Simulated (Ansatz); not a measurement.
**C3H4ClIn: a ladder of functionals and wavefunction methods**

The task here is to estimate one member of a computed series from the others.

Method: functionals in def2-TZVPP, the program's frozen cores in correlated methods; program: Ansatz 0.2.0, Gaussian basis.

Levels to be run: LDA (SPW92), PBE-D4, revPBE-D4, BLYP-D4, r2SCAN-D4, B97M-V, PBE0-D4, B3LYP-D4, r2SCANh-D4, r2SCAN0-D4, HSE06-D4, BHLYP-D4, CAM-B3LYP-D4, LC-ωPBE, ωB97X-V, ωB97M-V, B2PLYP, PBE-QIDH; CCSD(T)/def2-SVP; CCSD(T)/def2-TZVPP; MP2/def2-QZVPP; extrapolation to the limit; RPA on PBE.

## The geometry

All runs share one geometry, relaxed beforehand with PBE0-D4 in a triple-zeta def2 set. In takes the def2 core potential; no spin-orbit term is included.

SMILES `ClC1=[CH][InH][CH2]1`, 9 atoms, charge 0, spin multiplicity 1.

Atoms are counted from 1 here; the program's logs count them from 0.

Bond lengths: Cl1–C2 1.751 Å, C2–C3 1.341 Å, C2–C5 1.500 Å, C3–In4 2.138 Å, C3–H6 1.083 Å, In4–C5 2.201 Å, In4–H7 1.697 Å, C5–H8 1.092 Å, C5–H9 1.092 Å. Angles: Cl1–C2–C3 123.6°, Cl1–C2–C5 118.0°, C3–C2–C5 118.4°, C2–C3–In4 89.7°, C2–C3–H6 123.9°, In4–C3–H6 146.4°, C3–In4–C5 68.5°, C3–In4–H7 144.6°, C5–In4–H7 146.9°, C2–C5–In4 83.4°, C2–C5–H8 113.2°, C2–C5–H9 113.2°, In4–C5–H8 118.4°, In4–C5–H9 118.3°, H8–C5–H9 108.4°.

The first run:

in.yaml

```yaml
crystal:
  periodic: [false, false, false]
  atoms:
    - {symbol: Cl, position_ang: [1.387960, -1.754377, 1.377650]}
    - {symbol: C, position_ang: [0.599317, -0.524917, 0.412787]}
    - {symbol: C, position_ang: [1.262752, 0.404684, -0.289447]}
    - {symbol: In, position_ang: [-0.599595, 1.213353, -0.957952]}
    - {symbol: C, position_ang: [-0.900268, -0.514366, 0.372400]}
    - {symbol: H, position_ang: [2.343072, 0.479515, -0.322840]}
    - {symbol: H, position_ang: [-1.323713, 2.417967, -1.909272]}
    - {symbol: H, position_ang: [-1.325801, -1.426519, -0.050146]}
    - {symbol: H, position_ang: [-1.355126, -0.341543, 1.349620]}
basis:
  gaussian: {orbitals: def2-TZVPP}
hamiltonian: {xc: lda}
output: {orbitals: {seedname: orbitals}}
```

Among the steps run: LDA; PBE-D4 (GGA); revPBE-D4 (GGA); BLYP-D4 (GGA); r2SCAN-D4 (meta-GGA); B97M-V (meta-GGA); PBE0-D4 (hybrid); B3LYP-D4 (hybrid); r2SCANh-D4 (hybrid); r2SCAN0-D4 (hybrid); HSE06-D4 (hybrid); BHLYP-D4 (hybrid); CAM-B3LYP-D4 (range-separated); LC-ωPBE (range-separated); ωB97X-V (range-separated); ωB97M-V (range-separated); B2PLYP (double hybrid); PBE-QIDH (double hybrid).

One of the session's tables, all rows but one given; the rest of the session is left out.

It belongs to the step «Frontier levels by functional». 

| functional | HOMO (eV) | LUMO (eV) | gap (eV) |
| --- | --- | --- | --- |
| LDA (SPW92) | ? | ? | ? |
| PBE-D4 | -5.79 | -2.44 | 3.35 |
| revPBE-D4 | -5.72 | -2.33 | 3.39 |
| BLYP-D4 | -5.65 | -2.40 | 3.25 |
| r2SCAN-D4 | -6.02 | -2.20 | 3.82 |
| B97M-V | -6.06 | -2.42 | 3.64 |
| PBE0-D4 | -6.92 | -1.72 | 5.20 |
| B3LYP-D4 | -6.71 | -1.99 | 4.73 |
| r2SCANh-D4 | -6.44 | -1.95 | 4.50 |
| r2SCAN0-D4 | -7.08 | -1.58 | 5.50 |
| HSE06-D4 | -6.52 | -2.08 | 4.45 |
| BHLYP-D4 | -7.94 | -1.07 | 6.87 |
| CAM-B3LYP-D4 | -8.22 | -0.93 | 7.29 |
| LC-ωPBE | -9.54 | 0.14 | 9.68 |
| ωB97X-V | -9.19 | 0.02 | 9.21 |
| ωB97M-V | -9.07 | -0.26 | 8.82 |

Q: Estimate the row for LDA (SPW92) from the others.

As computed: HOMO (eV): -5.97; LUMO (eV): -2.71; gap (eV): 3.27. In the column «HOMO (eV)» it lies between r2SCAN-D4 (-6.02) and PBE-D4 (-5.79).
